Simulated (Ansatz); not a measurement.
**C4H14N2Sn: ionisation energy by level of theory**

Aim: the vertical ionisation energy of C4H14N2Sn, as cation minus neutral at the neutral's geometry, on several levels, and how well −ε(HOMO) stands in for it.

Computed with Ansatz 0.2.0, Gaussian basis. Level: unrestricted cation, the program's frozen cores in correlated methods.

The runs, in order: UKS PBE-D4/def2-TZVPP; UKS r2SCAN-D4/def2-TZVPP; UKS PBE0-D4/def2-TZVPP; UKS B3LYP-D4/def2-TZVPP; UKS wB97X-V/def2-TZVPP; UKS wB97M-V/def2-TZVPP; UKS B2PLYP/def2-TZVPP; UHF-CCSD(T)/def2-TZVPP; UHF-MP2/def2-QZVPP; extrapolation to the limit; then −ε(HOMO) from the neutral's earlier runs with LDA (SPW92), PBE-D4, revPBE-D4, BLYP-D4, r2SCAN-D4, B97M-V, PBE0-D4, B3LYP-D4, r2SCANh-D4, r2SCAN0-D4, HSE06-D4, BHLYP-D4, CAM-B3LYP-D4, LC-ωPBE, ωB97X-V, ωB97M-V.

## Step 1: Structure used throughout

The geometry comes from an earlier relaxation with PBE0-D4 in a triple-zeta def2 set; it is a stationary point, not always the lowest conformer. Sn takes the def2 core potential; no spin-orbit term is included.

21 atoms, charge 0, spin multiplicity 1.

Atoms are counted from 1 here; the program's logs count them from 0.

Bond lengths: C1–N2 1.441 Å, C1–H8 1.093 Å, C1–H9 1.099 Å, C1–H10 1.102 Å, N2–C3 1.440 Å, N2–Sn4 2.013 Å, C3–H11 1.099 Å, C3–H12 1.093 Å, C3–H13 1.104 Å, Sn4–N5 2.028 Å, Sn4–H14 1.716 Å, Sn4–H15 1.706 Å, N5–C6 1.439 Å, N5–C7 1.440 Å, C6–H16 1.099 Å, C6–H17 1.094 Å, C6–H18 1.104 Å, C7–H19 1.104 Å and more. Angles: N2–C1–H8 111.0°, N2–C1–H9 110.4°, N2–C1–H10 113.3°, H8–C1–H9 107.4°, H8–C1–H10 107.4°, H9–C1–H10 107.2°, C1–N2–C3 113.1°, C1–N2–Sn4 119.1°, C3–N2–Sn4 120.8°, N2–C3–H11 110.5°, N2–C3–H12 110.9°, N2–C3–H13 113.3°, H11–C3–H12 107.3°, H11–C3–H13 106.9°, H12–C3–H13 107.7°, N2–Sn4–N5 106.9°, N2–Sn4–H14 105.1°, N2–Sn4–H15 110.6° and more.

As a file:

```xyz
21
C4H14N2Sn
C    -0.9534   -1.9901    0.8713
N    -0.3925   -1.6809   -0.4190
C     0.8083   -2.4217   -0.7043
Sn   -0.6817    0.1528   -1.1974
N    -0.1020    1.4907    0.2128
C    -0.5761    2.8484    0.1514
C     1.2396    1.3859    0.7261
H    -1.8858   -1.4435    1.0343
H    -1.1847   -3.0623    0.9410
H    -0.2789   -1.7470    1.7088
H     0.6018   -3.5013   -0.7128
H     1.2041   -2.1589   -1.6885
H     1.6104   -2.2546    0.0350
H     0.2530    0.1797   -2.6360
H    -2.3461    0.4572   -1.4155
H    -0.5780    3.2982    1.1544
H    -1.6044    2.8831   -0.2199
H     0.0361    3.5034   -0.4924
H     1.9899    1.9207    0.1183
H     1.5464    0.3381    0.7905
H     1.2940    1.8021    1.7419
```

## Step 2: Cation, UKS PBE-D4/def2-TZVPP

File in.yaml:

```yaml
crystal:
  periodic: [false, false, false]
  atoms:
    - {symbol: C, position_ang: [-0.953371, -1.990125, 0.871309]}
    - {symbol: N, position_ang: [-0.392521, -1.680856, -0.419014]}
    - {symbol: C, position_ang: [0.808321, -2.421667, -0.704289]}
    - {symbol: Sn, position_ang: [-0.681685, 0.152799, -1.197400]}
    - {symbol: N, position_ang: [-0.102019, 1.490694, 0.212848]}
    - {symbol: C, position_ang: [-0.576058, 2.848367, 0.151380]}
    - {symbol: C, position_ang: [1.239553, 1.385933, 0.726098]}
    - {symbol: H, position_ang: [-1.885770, -1.443477, 1.034329]}
    - {symbol: H, position_ang: [-1.184657, -3.062324, 0.940992]}
    - {symbol: H, position_ang: [-0.278893, -1.747048, 1.708836]}
    - {symbol: H, position_ang: [0.601750, -3.501333, -0.712808]}
    - {symbol: H, position_ang: [1.204102, -2.158945, -1.688518]}
    - {symbol: H, position_ang: [1.610442, -2.254622, 0.034971]}
    - {symbol: H, position_ang: [0.252961, 0.179743, -2.636036]}
    - {symbol: H, position_ang: [-2.346126, 0.457216, -1.415525]}
    - {symbol: H, position_ang: [-0.577985, 3.298165, 1.154408]}
    - {symbol: H, position_ang: [-1.604402, 2.883081, -0.219871]}
    - {symbol: H, position_ang: [0.036069, 3.503449, -0.492360]}
    - {symbol: H, position_ang: [1.989940, 1.920740, 0.118292]}
    - {symbol: H, position_ang: [1.546401, 0.338089, 0.790469]}
    - {symbol: H, position_ang: [1.293959, 1.802102, 1.741881]}
basis:
  gaussian: {orbitals: def2-TZVPP}
total_charge: 1
magnetization: {spin_polarized: true, initial_magnetization: 1}
hamiltonian: {xc: pbe, dispersion: d4}
```

The run is started by

```console
$ ansatz run in.yaml --threads 4 --pin off --events-out ev --progress --plain --max-ram 63488MiB --backend cuda --devices 0, --max-vram 37GiB
```

The runs that follow: Cation, UKS r2SCAN-D4/def2-TZVPP; Cation, UKS PBE0-D4/def2-TZVPP; Cation, UKS B3LYP-D4/def2-TZVPP; Cation, UKS wB97X-V/def2-TZVPP; Cation, UKS wB97M-V/def2-TZVPP; Cation, UKS B2PLYP (frozen core)/def2-TZVPP; Cation, UHF-CCSD(T)/def2-TZVPP; Cation, UHF-MP2/def2-QZVPP.

Before running them: what should the planned runs give, taken together? Wanted: ionisation energy, CCSD(T)/CBS; nearest functional by difference; nearest −ε(HOMO); −ε(HOMO) of PBE; T1 of the cation.

The runs gave:

```
                        quantity               value
  ionisation energy, CCSD(T)/CBS             8.01 eV
nearest functional by difference  ωB97M-V (-0.16 eV)
                nearest −ε(HOMO)  ωB97M-V (+0.24 eV)
                 −ε(HOMO) of PBE             4.66 eV
                T1 of the cation               0.016
```

In words: Energy differences with functionals land within 0.81 eV of the reference. −ε(HOMO) of PBE misses by 3.3 eV, since self-interaction lifts the level. Among orbital estimates ωB97M-V comes nearest. Hartree-Fock falls 1.41 eV short, as the neutral has more correlation energy than the cation. The cation may have settled in a state other than its lowest; no search over hole states beyond the program's own was made. Correlated methods include outer-core shells of Sn, which these sets cover unevenly. With outer-core shells in play the reference is unsure by up to some tenths of an eV, so close misses can't be ranked.
